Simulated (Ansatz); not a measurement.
# FGeH5OSi: one species, many methods

One table from this session's results is given with a row withheld; the runs are named, their logs left out.

Method: functionals in def2-TZVPP, the program's frozen cores in correlated methods; program: Ansatz 0.2.0, Gaussian basis.

Plan: PBE-D4, r2SCAN-D4, PBE0-D4, B3LYP-D4, ωB97X-V, ωB97M-V, B2PLYP; CCSD(T)/def2-TZVPP; MP2/def2-QZVPP; extrapolation to the limit.

### The geometry

All runs share one geometry, relaxed beforehand with PBE0-D4 in a triple-zeta def2 set.

9 atoms, charge 0, spin multiplicity 1.

Atoms are counted from 1 here; the program's logs count them from 0.

Bond lengths: O1–Si2 1.645 Å, O1–H5 0.962 Å, Si2–Ge3 2.398 Å, Si2–H6 1.485 Å, Si2–H7 1.486 Å, Ge3–F4 1.770 Å, Ge3–H8 1.539 Å, Ge3–H9 1.539 Å. Angles: Si2–O1–H5 115.2°, O1–Si2–Ge3 103.4°, O1–Si2–H6 111.0°, O1–Si2–H7 111.0°, Ge3–Si2–H6 111.5°, Ge3–Si2–H7 111.5°, H6–Si2–H7 108.5°, Si2–Ge3–F4 97.5°, Si2–Ge3–H8 118.4°, Si2–Ge3–H9 118.4°, F4–Ge3–H8 105.0°, F4–Ge3–H9 105.0°, H8–Ge3–H9 109.8°.

Set-up of the first run:

File in.yaml:

```yaml
crystal:
  periodic: [false, false, false]
  atoms:
    - {symbol: O, position_ang: [-0.529400, 1.212016, -1.437956]}
    - {symbol: Si, position_ang: [0.694849, 0.883225, -0.390266]}
    - {symbol: Ge, position_ang: [-0.118454, -1.010827, 0.835680]}
    - {symbol: F, position_ang: [-1.678749, -1.166512, 0.013955]}
    - {symbol: H, position_ang: [-1.290484, 0.626550, -1.376205]}
    - {symbol: H, position_ang: [0.954660, 2.040228, 0.504423]}
    - {symbol: H, position_ang: [1.948505, 0.561510, -1.119397]}
    - {symbol: H, position_ang: [0.576337, -2.368148, 0.630593]}
    - {symbol: H, position_ang: [-0.468664, -0.824242, 2.322174]}
basis:
  gaussian: {orbitals: def2-TZVPP}
hamiltonian: {xc: pbe, dispersion: d4}
output: {forces: true, orbitals: {seedname: orbitals}}
```

Command:

```sh
$ ansatz run in.yaml --threads 4 --pin off --events-out ev --progress --plain --max-ram 10444MiB
```

Among the steps run: PBE-D4 (GGA); r2SCAN-D4 (meta-GGA); PBE0-D4 (hybrid); B3LYP-D4 (hybrid); ωB97X-V (range-separated); ωB97M-V (range-separated); B2PLYP (double hybrid); CCSD(T) in def2-TZVPP; MP2 in def2-QZVPP.

One of the session's tables, all rows but one given; the rest of the session is left out.

```
            method  atomisation energy (eV)
            PBE-D4                   29.715
         r2SCAN-D4                   29.761
           PBE0-D4                   29.202
          B3LYP-D4                   29.530
           ωB97X-V                   29.945
           ωB97M-V                        ?
            B2PLYP                   29.318
     HF/def2-TZVPP                   21.414
    MP2/def2-TZVPP                   29.459
   CCSD/def2-TZVPP                   28.735
CCSD(T)/def2-TZVPP                   29.126
           MP2/CBS                   30.264
       CCSD(T)/CBS                   29.931
```

**Question.** Estimate the row for ωB97M-V.

As computed: atomisation energy (eV): 29.653. In the column «atomisation energy (eV)» it lies between B3LYP-D4 (29.530) and PBE-D4 (29.715).
